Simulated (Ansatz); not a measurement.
Working through a frozen displacement of one atom of Rb₃Sn, space group Fm-3m

With Ansatz's Python interface.

Run as a notebook:

In [1]:
```python
from dataclasses import dataclass

import ansatz as az
import numpy as np
```

In [2]:
```python
@dataclass
class Settings:
    xc: str = "PBE"
    cutoff: int = 450
    occupations: str = "Gaussian"
```

In [3]:
```python
cfg = Settings()

vectors = np.array([
    [0.0, 4.658584, 4.658584],
    [4.658584, 0.0, 4.658584],
    [4.658584, 4.658584, 0.0],
])
crystal = (
    az.Lattice.of(vectors)
    .atom("Rb", (0.25, 0.25, 0.25))
    .atom("Rb", (0.75, 0.75, 0.75))
    .atom("Rb", (0.5, 0.5, 0.5))
    .atom("Sn", (0.0, 0.0, 0.0))
)
```

In [4]:
```python
inverse = np.linalg.inv(np.array(crystal.lattice.vectors))
home = np.array(crystal.sites[0].position)
values = np.linspace(-0.02, 0.02, 5)
energies, pulls = [], []
for shift in values:
    moved = crystal.move(0, to=home + shift * inverse[1])
    calc = (
        moved.calculation()
        .functional(cfg.xc)
        .kpoints(5)
        .basis(cfg.cutoff)
        .occupations(cfg.occupations)
        .forces()
    )
    summary = calc.run(threads=1, backend="cpu").report
    energies.append(summary["free_energy_ev"])
    pulls.append(summary["forces_ev_ang"][0][1])
```

In [5]:
```python
print("shift (A)   dE (eV)   force along y (eV/A)")
for shift, e, f in zip(values, energies, pulls):
    print(f"{shift:8.3f} {e - energies[2]:10.5f} {f:12.4f}")
print(f"stiffness from energies {2 * np.polyfit(values, energies, 2)[0]:.3f}, from forces {-np.polyfit(values, pulls, 1)[0]:.3f} eV/A^2")
```
```text
shift (A)   dE (eV)   force along y (eV/A)
  -0.020    0.00020       0.0199
  -0.010    0.00005       0.0099
   0.000    0.00000       0.0000
   0.010    0.00005      -0.0099
   0.020    0.00020      -0.0199
stiffness from energies 0.993, from forces 0.993 eV/A^2
```

The curvature of the energy gives 0.993 eV/Å² and the slope of the force 0.993 eV/Å², a positive curvature.

For a metal this k-point mesh is coarse: on a finer one energies can move by several to tens of meV an atom and pressures by half a GPa or more, differences at one mesh by less. In a metal a curvature from energy changes of a few meV or less hangs on mesh and smearing, in size and even in sign. The structure comes from a database of computed cells and needn't be a stable or known phase. All periodic images of the atom move with it, so the curvature is one diagonal element of the zone-centre force constants and no normal mode; a positive value doesn't exclude soft modes in which several atoms move. The whole script took 46 s on 1 thread of Arm Neoverse V1 (shared host), peak memory 0.48 GiB.
